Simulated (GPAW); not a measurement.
# CsLiCr2Te2S3 (Cm) in GPAW: notebook

Aim: see how the results for CsLiCr2Te2S3 move with the level of theory and the settings. Levels: LDA, PBE. Tasks: band structure.

All numbers are computed with GPAW 26.7.0; they aren't measurements. Logs are shortened: lines on timing, memory, paths and dates and some standing lists are left out, and cuts for length are marked. The log counts tension as positive stress, the text compression.

### 1 Starting point

Symmetry: Cm, No. 8, monoclinic system. The conventional cell has a = 6.843 Å, b = 10.361 Å, c = 7.978 Å, α = 90.00°, β = 111.21°, γ = 90.00°. Around Cs (site symmetry m) lie 5 S at 3.58 to 3.92 Å and 1 Li at 4.01 Å. Around Li (site symmetry m) lie 3 S at 2.42 to 2.56 Å. Cr (site symmetry 1) is surrounded by 3 S at 2.20 to 2.25 Å and 1 Te at 2.51 Å. Te (site symmetry 1) is surrounded by 1 Cr at 2.51 Å. S (site symmetry 1) is surrounded by 2 Cr at 2.24 to 2.25 Å and 1 Li at 2.56 Å. S (site symmetry m) is surrounded by 2 Cr at 2.20 Å and 1 Li at 2.42 Å.

The cell was built by a generator and needn't be a form met in nature.

### 2 Band structure, LDA, collinear spin, ferromagnetic start

Input file run.py:

```python
from ase import Atoms
from ase.dft.bandgap import bandgap
from ase.io import write
from ase.units import GPa
from ase.parallel import parprint
from gpaw import GPAW, PW

atoms = Atoms(['Cs', 'Li', 'Cr', 'Cr', 'Te', 'Te', 'S', 'S', 'S'],
              cell=[[3.42162, -5.18069, 0.00784],
                    [3.42162, 5.18069, 0.00784],
                    [-2.90411, 0.0, 7.43093]],
              scaled_positions=[[0.09374, 0.09374, 0.00853],
                                [0.58875, 0.58875, 0.55336],
                                [0.05646, 0.46755, 0.5579],
                                [0.46755, 0.05646, 0.5579],
                                [0.56486, 0.87357, 0.29035],
                                [0.87357, 0.56486, 0.29035],
                                [0.81151, 0.39697, 0.73347],
                                [0.39697, 0.81151, 0.73347],
                                [0.21404, 0.21404, 0.48371]],
              pbc=True)
atoms.set_initial_magnetic_moments([0.0, 0.0, 3.0, 3.0, 0.0, 0.0, 0.0, 0.0, 0.0])

calc = GPAW(mode=PW(800),
            xc='LDA',
            kpts={'size': (4, 4, 3), 'gamma': True},
            occupations={'name': 'fermi-dirac', 'width': 0.05},
            nbands=49,
            convergence={'density': 1e-05, 'energy': 1e-05},
            maxiter=150,
            txt='gpaw.txt')
atoms.calc = calc
energy = atoms.get_potential_energy()
forces = atoms.get_forces()
stress = atoms.get_stress()
calc.write('gs.gpw')
write('result.traj', atoms)
parprint(f'Energy: {energy:.6f} eV')
parprint('Forces (eV/A):')
parprint(forces.round(4))
parprint('Stress (GPa):', (stress / GPa).round(3))
parprint('Moments:', calc.get_magnetic_moments().round(3))
parprint('Fermi level:', round(calc.get_fermi_level(), 4), 'eV')
parprint(f'Gap: {bandgap(calc)[0]:.4f} eV, direct: {bandgap(calc, direct=True)[0]:.4f} eV')

path = atoms.cell.bandpath('GYFHZIF1,H1Y1XGN,MG', npoints=80, eps=1e-4)
bs_calc = calc.fixed_density(kpts=path, symmetry='off', nbands=88,
                             convergence={'bands': 'CBM+6.0', 'eigenstates': 1e-6}, txt='bands.txt')
bs = bs_calc.band_structure()
bs.write('bs.json')
parprint(f'Gap on the path: {bandgap(bs_calc)[0]:.4f} eV')
```

Potentials or basis: the program's PAW data sets (release 1.2.1) made for this functional, pw.

Run with:

```console
$ OMP_NUM_THREADS=1 mpirun -n 8 gpaw python run.py
```

gpaw.txt:

```text
__  _  _
 | _ |_)|_||  |
 |__||  | ||/\| - 26.7.0

Input parameters:
  mode=PW(ecut=800.0),
  convergence={'density': 1e-05, 'energy': 1e-05},
  kpts=MonkhorstPack(size=(4, 4, 3), gamma=True),
  maxiter=150,
  nbands=49,
  occupations=Occupations(name='fermi-dirac', width=0.05),
  xc=XC(name='LDA')

Diagonalizing LCAO Hamiltonian
Converting LCAO to pw mode

               S
          Cr
            S
        S     Li
       Cr          Te

                  Te

          Cs

Atoms  # Å, Bohr magnetons
|   | symbol |        x |         y |        z |    initial magnetic moments |
|---|--------|----------|-----------|----------|-----------------------------|
| 0 |     Cs | 0.616713 |  0.000000 | 0.064856 | ( 0.0000,  0.0000,  0.0000) |
| 1 |     Li | 2.421939 |  0.000000 | 4.121211 | ( 0.0000,  0.0000,  0.0000) |
| 2 |     Cr | 0.172760 |  2.129730 | 4.149824 | ( 0.0000,  0.0000,  3.0000) |
| 3 |     Cr | 0.172760 | -2.129730 | 4.149824 | ( 0.0000,  0.0000,  3.0000) |
| 4 |     Te | 4.078553 |  1.599331 | 2.168848 | ( 0.0000,  0.0000,  0.0000) |
| 5 |     Te | 4.078553 | -1.599331 | 2.168848 | ( 0.0000,  0.0000,  0.0000) |
| 6 |      S | 2.004882 | -2.147603 | 5.459839 | ( 0.0000,  0.0000,  0.0000) |
| 7 |      S | 2.004882 |  2.147603 | 5.459839 | ( 0.0000,  0.0000,  0.0000) |
| 8 |      S | 0.059980 |  0.000000 | 3.597771 | ( 0.0000,  0.0000,  0.0000) |

Unit cell  # Å
| periodic |         x |         y |        z |  lengths |     angles |
|----------|-----------|-----------|----------|----------|------------|
|      yes |  3.421620 | -5.180690 | 0.007840 | 6.208631 | 101.503543 |
|      yes |  3.421620 |  5.180690 | 0.007840 | 6.208631 | 101.503543 |
|      yes | -2.904110 |  0.000000 | 7.430930 | 7.978256 | 113.113814 |

Number of symmetries: 2
Symmetry operations  # r_c * U_cc + t_c -> r_c
|   | kind |            matrix            |
|---|------|------------------------------|
| 0 |  E   |  1, 0, 0,  0, 1, 0,  0, 0, 1 |
| 1 |  σ   |  0, 1, 0,  1, 0, 0,  0, 0, 1 |

BZ-sampling:
  Number of BZ points: 48
  Number of IBZ points: 17

  Monkhorst-Pack size: [4, 4, 3]
  Monkhorst-Pack shift: [0.125, 0.125, 0.0]

K-points  # in reciprocal-cell coordinates
|     |                                coordinates |     weight |
|-----|--------------------------------------------|------------|
|   0 | (  0.00000000,   0.00000000,   0.00000000) | 0.02083333 |
|   1 | (  0.00000000,   0.00000000,   0.33333333) | 0.04166667 |
|   2 | (  0.25000000,  -0.25000000,   0.00000000) | 0.04166667 |
|   3 | (  0.25000000,  -0.25000000,   0.33333333) | 0.08333333 |
|   4 | (  0.25000000,   0.00000000,  -0.33333333) | 0.08333333 |
|   5 | (  0.25000000,   0.00000000,   0.00000000) | 0.08333333 |
|   6 | (  0.25000000,   0.00000000,   0.33333333) | 0.08333333 |
|   7 | (  0.25000000,   0.25000000,  -0.33333333) | 0.04166667 |
|   8 | (  0.25000000,   0.25000000,   0.00000000) | 0.04166667 |
|   9 | (  0.25000000,   0.25000000,   0.33333333) | 0.04166667 |
| ... |                                            |            |
|  16 | (  0.50000000,   0.50000000,   0.33333333) | 0.04166667 |

Plane wave coefficients: 13580
Cutoff: 800.0 eV

Spin-components: 2 (collinear spins)
Bands:           49
Projectors:      45
Spin-degeneracy: 1
Datatype:        complex128

Parallelization:
  kpt:    4
  domain: 2
  band:   1

Density:
  Valence electrons: 52.0
  Components: 2
  Grid points: [42 42 54]
  Charge: 0.0  # |e|

Potential:
  Grid points: [42 42 54]

species:
  Cs:
    name:    Caesium
    Z:       55.0
    valence: 9
    core:    46
    charge:  0.0  # [|e|]
    compensation charges:
      type: gauss
      rc: 0.33  # [Å]
      lmax: 2
    cutoffs:
      filter: 2.06  # [Å]
      core: 2.51  # [Å]
    projectors
    | kind |    occ | energy [eV] | rcut [Å] |
    |------|--------|-------------|----------|
    |   5s |  2.000 |     -26.872 |    1.164 |
    |   6s |  1.000 |      -2.224 |    1.164 |
    |   5p |  6.000 |     -13.611 |    1.058 |
    |    p |        |      13.601 |    1.058 |
[... 87 lines left out ...]

occupation numbers:
  Fermi-Dirac:
    width: 0.0500  # eV

poisson solver:
  ecut: 6400.0  # eV

xc functional:
  name: None

convergence criteria:
- Maximum integral of absolute [dens]ity change: 1e-05 electrons / valence electron
- Maximum [total energy] change in last 3 cyles: 1e-05 eV / valence electron
- Maximum integral of absolute [eigenst]ate change: 4e-08 eV^2 / valence electron
maximum number of iterations: 150

SCF iterations
|iter     | |      energy | eigst |  dens |  magmom |
|---------|-|-------------|-------|-------|---------|
|iter:   1| |  -54.805117 | +0.58 |       |  +5.9913|
|iter:   2| |  -51.134750 | -0.70 | -0.66 |  +5.8696|
|iter:   3| |  -50.830819 | -1.74 | -0.96 |  +5.7569|
|iter:   4| |  -50.510797 | -1.85 | -1.03 |  +5.4154|
|iter:   5| |  -50.407950 | -1.94 | -1.13 |  +4.9290|
|iter:   6| |  -50.418172 | -2.35 | -1.33 |  +4.4289|
|iter:   7| |  -50.423584 | -2.89 | -1.64 |  +4.2165|
|iter:   8| |  -50.427012 | -3.29 | -1.94 |  +4.0752|
|iter:   9| |  -50.427702 | -3.60 | -2.34 |  +4.0332|
|iter:  10| |  -50.427785 | -4.15 | -2.63 |  +4.0119|
|iter:  11| |  -50.427850c| -4.63 | -2.97 |  +4.0066|
|iter:  12| |  -50.427869c| -5.09 | -3.38 |  +4.0046|
|iter:  13| |  -50.427880c| -5.53 | -3.87 |  +4.0054|
|iter:  14| |  -50.427886c| -5.81 | -4.21 |  +4.0057|
|iter:  15| |  -50.427888c| -6.28 | -4.40 |  +4.0059|
|iter:  16| |  -50.427887c| -6.71 | -4.53 |  +4.0060|
|iter:  17| |  -50.427887c| -7.10 | -4.68 |  +4.0060|
|iter:  18| |  -50.427887c| -7.43c| -5.08c|  +4.0060|

Converged in 18 steps
Energy contributions relative to reference atoms: (reference = -670635.984901)

Energy contributions:
  Kinetic:           6.357702
  Coulomb:         -19.746932
  Zero:              0.773005
  External:          0.000000
  Xc:              -37.793758
  Entropy:          -0.035809
  Spinorbit:         0.000000
  ----------------------------
  Free energy:     -50.445792
  Extrapolated:    -50.427887

dipole moment: (-2.470214, -0.000000, -38.879248)  # |e|*Ang

Total magnetic moment: (0.000000, 0.000000, 4.006033)

Local magnetic moments
|        x |        y |         z |
|----------|----------|-----------|
| 0.000000 | 0.000000 | -0.000580 |  # Cs   0
| 0.000000 | 0.000000 |  0.000891 |  # Li   1
| 0.000000 | 0.000000 |  2.050767 |  # Cr   2
| 0.000000 | 0.000000 |  2.050767 |  # Cr   3
| 0.000000 | 0.000000 | -0.116810 |  # Te   4
| 0.000000 | 0.000000 | -0.116810 |  # Te   5
| 0.000000 | 0.000000 | -0.052301 |  # S    6
| 0.000000 | 0.000000 | -0.052301 |  # S    7
| 0.000000 | 0.000000 | -0.045130 |  # S    8

Fermi level: 3.617
Eigenvalues  # (at kpt = [0.000, 0.000, 0.000])
| band index |      eig [eV] | occ [0-1] |      eig [eV] | occ [0-1] |
|------------|---------------|-----------|---------------|-----------|
|          0 |       -18.145 |     1.000 |       -18.145 |     1.000 |
|        ... |               |           |               |           |
|         19 |         1.205 |     1.000 |         1.439 |     1.000 |
|         20 |         1.377 |     1.000 |         1.673 |     1.000 |
|         21 |         1.598 |     1.000 |         1.901 |     1.000 |
|         22 |         1.953 |     1.000 |         2.854 |     1.000 |
|         23 |         2.499 |     1.000 |         3.037 |     1.000 |
|         24 |         2.634 |     1.000 |         4.112 |     0.000 |
|         25 |         2.916 |     1.000 |         4.247 |     0.000 |
|         26 |         3.203 |     1.000 |         4.437 |     0.000 |
|         27 |         3.214 |     1.000 |         4.496 |     0.000 |
|         28 |         3.475 |     0.946 |         4.882 |     0.000 |
|         29 |         3.800 |     0.025 |         5.028 |     0.000 |
|         30 |         4.293 |     0.000 |         5.227 |     0.000 |
|         31 |         4.638 |     0.000 |         5.602 |     0.000 |
|         32 |         5.212 |     0.000 |         6.109 |     0.000 |
|         33 |         5.576 |     0.000 |         6.379 |     0.000 |
|        ... |               |           |               |           |
|         48 |        11.190 |     0.000 |        11.476 |     0.000 |

No gap
No difference between direct/indirect transitions

Forces  # eV/Ang
|        x |        y |        z |
|----------|----------|----------|
| -0.03724 |  0.00000 |  0.04142 |  # Cs   0
| -0.01898 |  0.00000 | -0.00631 |  # Li   1
|  0.08044 |  0.04189 | -0.00783 |  # Cr   2
|  0.08044 | -0.04189 | -0.00783 |  # Cr   3
| -0.00742 |  0.16611 |  0.42698 |  # Te   4
| -0.00742 | -0.16611 |  0.42698 |  # Te   5
| -0.05484 | -0.16379 | -0.51766 |  # S    6
| -0.05484 |  0.16379 | -0.51766 |  # S    7
|  0.02006 |  0.00000 |  0.16164 |  # S    8

Stress tensor  # eV/Ang^3
|        x |         y |         z |
|----------|-----------|-----------|
| 0.022967 |  0.000000 |  0.000147 |
| 0.000000 |  0.026710 | -0.000000 |
| 0.000147 | -0.000000 |  0.023015 |

# Writing to gs.gpw (mode='')
```

It took 6.1 min on 8 MPI ranks of AMD EPYC 9R45 (Zen 5), shared host; peak memory 0.98 GiB.

Results:

- Free energy: -50.4458 eV
- Pressure: -3.9 GPa
- Largest force: 0.546 eV/Å
- Band gap along the path: none (metal or under the smearing width)
- Net moment: 4.01 μB per cell
- Site moments: Cs -0.00; Li +0.00; Cr +2.05; Te -0.12; S -0.05 μB

Forces in eV/Å, atoms in the order of the input:
```
Cs  -0.037  0.000  0.041
Li  -0.019  0.000 -0.006
Cr   0.080  0.042 -0.008
Cr   0.080 -0.042 -0.008
Te  -0.007  0.166  0.427
Te  -0.007 -0.166  0.427
S   -0.055 -0.164 -0.518
S   -0.055  0.164 -0.518
S    0.020  0.000  0.162
```

Levels at the corners of the path, in eV from the Fermi level:
Spin up:
```csv
point,band 26,band 27,band 28,band 29,band 30,band 31
Γ,-0.70,-0.41,-0.40,-0.14,0.18,0.68
Y,-0.49,-0.39,-0.03,0.25,0.69,0.80
F,-0.40,-0.37,0.03,0.15,0.60,0.62
H,-0.60,-0.37,-0.05,0.14,0.74,0.77
Z,-0.71,-0.41,-0.39,-0.05,0.08,0.58
I,-0.49,-0.44,0.06,0.18,0.58,0.65
F1,-0.40,-0.37,0.03,0.15,0.60,0.62
H1,-0.60,-0.37,-0.05,0.14,0.74,0.77
Y1,-0.49,-0.39,-0.03,0.25,0.69,0.80
X,-0.61,-0.45,-0.05,0.44,0.54,0.85
Γ,-0.70,-0.41,-0.40,-0.14,0.18,0.68
N,-0.79,-0.24,-0.02,0.25,0.46,0.78
M,-0.91,-0.26,-0.15,0.19,0.51,0.82
Γ,-0.70,-0.41,-0.40,-0.14,0.18,0.68
```
Spin down:
| point | band 22 | band 23 | band 24 | band 25 | band 26 | band 27 |
| --- | --- | --- | --- | --- | --- | --- |
| Γ | -1.72 | -0.76 | -0.58 | 0.49 | 0.63 | 0.82 |
| Y | -1.44 | -1.09 | -0.27 | 0.59 | 0.71 | 1.05 |
| F | -1.39 | -0.92 | -0.22 | 0.69 | 0.75 | 1.05 |
| H | -1.39 | -1.28 | -0.38 | 0.59 | 0.70 | 0.96 |
| Z | -1.70 | -0.74 | -0.63 | 0.51 | 0.60 | 0.93 |
| I | -1.33 | -0.79 | -0.16 | 0.71 | 0.76 | 0.94 |
| F1 | -1.39 | -0.92 | -0.22 | 0.69 | 0.75 | 1.05 |
| H1 | -1.39 | -1.28 | -0.38 | 0.59 | 0.70 | 0.96 |
| Y1 | -1.44 | -1.09 | -0.27 | 0.59 | 0.71 | 1.05 |
| X | -1.41 | -0.82 | -0.22 | 0.61 | 0.77 | 0.96 |
| Γ | -1.72 | -0.76 | -0.58 | 0.49 | 0.63 | 0.82 |
| N | -1.43 | -1.08 | -0.25 | 0.45 | 0.60 | 0.89 |
| M | -1.46 | -1.08 | -0.38 | 0.45 | 0.58 | 0.94 |
| Γ | -1.72 | -0.76 | -0.58 | 0.49 | 0.63 | 0.82 |

Caveat: spin-orbit coupling is left out, which moves the levels of the heavy elements; only a ferromagnetic start was run, and an antiferromagnetic order may lie lower in energy.

### 3 Band structure, PBE, collinear spin, ferromagnetic start

run.py: that of step 2 with these lines changed.

```diff
@@ -24,3 +24,3 @@
 calc = GPAW(mode=PW(800),
-            xc='LDA',
+            xc='PBE',
             kpts={'size': (4, 4, 3), 'gamma': True},
```

Potentials or basis: GPAW PAW data sets (gpaw-data 1.2.1), pw.

Run with:

```console
$ OMP_NUM_THREADS=1 mpirun -n 8 gpaw python run.py
```

Wall time 5.7 min (8 MPI ranks of AMD EPYC 9R45 (Zen 5), shared host); peak memory 0.98 GiB.

It converged, with:

* Free energy: -45.6635 eV
* Pressure: 0.2 GPa
* Largest force: 0.107 eV/Å
* Band gap along the path: none (metal or under the smearing width)
* Net moment: 4.02 μB per cell
* Site moments: Cs -0.00; Li +0.00; Cr +2.20; Te -0.16; S -0.07 μB

Forces on the atoms (eV/Å):
```
Cs   0.003  0.000  0.001
Li   0.025  0.000  0.000
Cr  -0.016  0.091 -0.053
Cr  -0.016 -0.091 -0.053
Te   0.012 -0.021  0.002
Te   0.012  0.021  0.002
S    0.001  0.038  0.092
S    0.001 -0.038  0.092
S   -0.022  0.000 -0.082
```

Stress tensor (GPa, compression positive):
```
 0.27  0.00 -0.01
 0.00  0.20  0.00
-0.01  0.00  0.13
```

Levels at the corners of the path, in eV from the Fermi level:
Spin up:
| point | band 25 | band 26 | band 27 | band 28 | band 29 | band 30 | band 31 | band 32 |
| --- | --- | --- | --- | --- | --- | --- | --- | --- |
| Γ | -1.10 | -0.78 | -0.39 | -0.35 | -0.23 | 0.24 | 0.76 | 1.08 |
| Y | -0.95 | -0.49 | -0.41 | -0.03 | 0.28 | 0.72 | 0.84 | 0.97 |
| F | -0.94 | -0.41 | -0.36 | 0.04 | 0.20 | 0.61 | 0.66 | 0.78 |
| H | -0.96 | -0.61 | -0.39 | -0.06 | 0.17 | 0.77 | 0.81 | 0.93 |
| Z | -1.10 | -0.78 | -0.39 | -0.33 | -0.14 | 0.14 | 0.66 | 0.67 |
| I | -0.64 | -0.48 | -0.45 | 0.06 | 0.24 | 0.59 | 0.71 | 0.72 |
| F1 | -0.94 | -0.41 | -0.36 | 0.04 | 0.20 | 0.61 | 0.66 | 0.78 |
| H1 | -0.96 | -0.61 | -0.39 | -0.06 | 0.17 | 0.77 | 0.81 | 0.93 |
| Y1 | -0.95 | -0.49 | -0.41 | -0.03 | 0.28 | 0.72 | 0.84 | 0.97 |
| X | -0.71 | -0.60 | -0.45 | -0.04 | 0.50 | 0.58 | 0.88 | 1.01 |
| Γ | -1.10 | -0.78 | -0.39 | -0.35 | -0.23 | 0.24 | 0.76 | 1.08 |
| N | -1.02 | -0.80 | -0.25 | -0.02 | 0.29 | 0.49 | 0.82 | 0.91 |
| M | -1.00 | -0.94 | -0.28 | -0.14 | 0.20 | 0.55 | 0.88 | 0.94 |
| Γ | -1.10 | -0.78 | -0.39 | -0.35 | -0.23 | 0.24 | 0.76 | 1.08 |
Spin down:
| point | band 21 | band 22 | band 23 | band 24 | band 25 | band 26 | band 27 | band 28 |
| --- | --- | --- | --- | --- | --- | --- | --- | --- |
| Γ | -1.92 | -1.68 | -0.68 | -0.56 | 0.72 | 0.91 | 1.09 | 1.13 |
| Y | -1.81 | -1.39 | -1.04 | -0.18 | 0.81 | 0.97 | 1.29 | 1.31 |
| F | -2.00 | -1.35 | -0.85 | -0.15 | 0.90 | 0.99 | 1.28 | 1.33 |
| H | -1.75 | -1.35 | -1.23 | -0.27 | 0.82 | 0.97 | 1.20 | 1.26 |
| Z | -2.14 | -1.66 | -0.65 | -0.60 | 0.74 | 0.87 | 1.15 | 1.23 |
| I | -2.02 | -1.30 | -0.71 | -0.12 | 0.94 | 0.98 | 1.19 | 1.29 |
| F1 | -2.00 | -1.35 | -0.85 | -0.15 | 0.90 | 0.99 | 1.28 | 1.33 |
| H1 | -1.75 | -1.35 | -1.23 | -0.27 | 0.82 | 0.97 | 1.20 | 1.26 |
| Y1 | -1.81 | -1.39 | -1.04 | -0.18 | 0.81 | 0.97 | 1.29 | 1.31 |
| X | -1.77 | -1.37 | -0.73 | -0.18 | 0.88 | 0.99 | 1.22 | 1.40 |
| Γ | -1.92 | -1.68 | -0.68 | -0.56 | 0.72 | 0.91 | 1.09 | 1.13 |
| N | -1.67 | -1.40 | -1.02 | -0.18 | 0.71 | 0.85 | 1.13 | 1.38 |
| M | -1.74 | -1.43 | -1.03 | -0.30 | 0.72 | 0.83 | 1.18 | 1.36 |
| Γ | -1.92 | -1.68 | -0.68 | -0.56 | 0.72 | 0.91 | 1.09 | 1.13 |

Caveat: spin-orbit coupling is left out, which moves the levels of the heavy elements; only a ferromagnetic start was run, and an antiferromagnetic order may lie lower in energy.

### 4 For comparison

An earlier run on the cell as given: functional PBE; potentials or basis GPAW PAW data sets (gpaw-data 1.2.1); cutoff 800 eV; basis pw; k mesh 5 × 5 × 4; occupations fermi-dirac, width 0.05 eV; collinear spin, ferromagnetic start; starting moments [0.0, 0.0, 3.0, 3.0, 0.0, 0.0, 0.0, 0.0, 0.0] μB.

- Pressure: 0.2 GPa
- Largest force: 0.109 eV/Å
- Band gap on the k mesh: none (metal or under the smearing width)
- Net moment: 4.02 μB per cell
- Site moments: Cs -0.00; Li +0.00; Cr +2.19; Te -0.16; S -0.07 μB

### 5 The runs side by side

| task | level | potentials or basis | k mesh | band path | band points | pressure (GPa) | moment (μB) | largest force (eV/Å) |
| --- | --- | --- | --- | --- | --- | --- | --- | --- |
| band structure | LDA | the program's PAW data sets (release 1.2.1) made for this functional, pw | 4 × 4 × 3 | GYFHZIF1,H1Y1XGN,MG | 80 | -3.9 | 4.01 | 0.55 |
| band structure | PBE | GPAW PAW data sets (gpaw-data 1.2.1), pw | 4 × 4 × 3 | GYFHZIF1,H1Y1XGN,MG | 80 | 0.2 | 4.02 | 0.11 |
| single point | PBE | GPAW PAW data sets (gpaw-data 1.2.1), pw | 5 × 5 × 4 | - | - | 0.2 | 4.02 | 0.11 |

Alike in all rows: spin collinear, ferromagnetic start; cell as given; cutoff (eV) 800; smearing fermi-dirac 0.05 eV.

Caveats: only a ferromagnetic start was run, and an antiferromagnetic order may lie lower in energy; spin-orbit coupling is left out, which moves the levels of the heavy elements (some runs).

Absolute energies hang on the potentials; compare differences alone.
